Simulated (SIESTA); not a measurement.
K2TaNbO6:

```
CELL_PARAMETERS angstrom
4.05150 0.00000 0.00000
0.00000 4.05150 0.00000
0.00000 0.00000 8.09989
ATOMIC_POSITIONS crystal
Ta 0.00000 0.00000 0.00000
Nb 0.00000 0.00000 0.50000
K 0.50000 0.50000 0.74881
K 0.50000 0.50000 0.25119
O 0.50000 0.00000 0.50000
O 0.00000 0.50000 0.50000
O 0.50000 0.00000 0.00000
O 0.00000 0.50000 0.00000
O 0.00000 0.00000 0.75202
O 0.00000 0.00000 0.24798
```

The cell comes from a database or a generator and needn't be the stable form of this composition.

* Program: SIESTA 5.4.2
* Task: single point
* Functional: PBEsol
* Potentials or basis: PseudoDojo 0.4 standard (PBEsol files)
* Basis: DZP (energy shift 0.003 Ry; two zetas on semicore shells; d shell added on K)
* Grid cutoff: 800 Ry
* Energy shift: 0.003 Ry
* k mesh: 7 × 7 × 4
* Occupations: fermi-dirac, width 0.05 eV
* Spin: no spin polarisation

On this cell: pressure -5.3 GPa; largest force 0.322 eV/Å; band gap on the k mesh 1.20 eV, indirect (least direct gap 1.63 eV).

The same run follows on a disturbed copy (atoms moved at random, drawn with an rms of 0.05 Å):

```
Ta Nb K O
1.0
     4.05150    0.00000    0.00000
     0.00000    4.05150    0.00000
     0.00000    0.00000    8.09989
Ta Nb K O
1 1 2 6
Direct
  0.99752 0.00448 0.99861
  0.99376 0.99532 0.49773
  0.49304 0.49335 0.75419
  0.49301 0.49353 0.24978
  0.49712 0.00184 0.49726
  0.00137 0.51120 0.50263
  0.50490 0.99674 0.00000
  0.99676 0.50368 0.00059
  0.00320 0.00105 0.75903
  0.00601 0.00293 0.24432
```

Problem. What changes?

Solution. The energy moves by +9.9 meV/atom; pressure -4.5 GPa; largest force 1.842 eV/Å; band gap on the k mesh 0.99 eV, indirect (least direct gap 1.53 eV).

Forces on the atoms (eV/Å):
```
Ta  -0.144 -0.080  0.028
Nb  -0.090 -0.294 -0.104
K    0.067  0.115  0.009
K    0.068  0.113 -0.158
O    0.291  0.190  0.136
O   -0.084 -0.136 -0.020
O   -0.143  0.114  0.092
O    0.137 -0.198  0.086
O   -0.012  0.110 -1.838
O   -0.088  0.065  1.769
```

Stress tensor (GPa, compression positive):
```
-5.09  0.03  0.02
 0.03 -4.81 -0.02
 0.02 -0.02 -3.68
```

Caveats: short orbitals over semicore shells can move pressures by several GPa; spin-orbit coupling is left out, which moves the levels of the heavy elements; an odd mesh through Γ misses points on the zone boundary, where band edges often lie; the basis of atomic orbitals isn't converged, which shifts pressures, moduli and gaps.
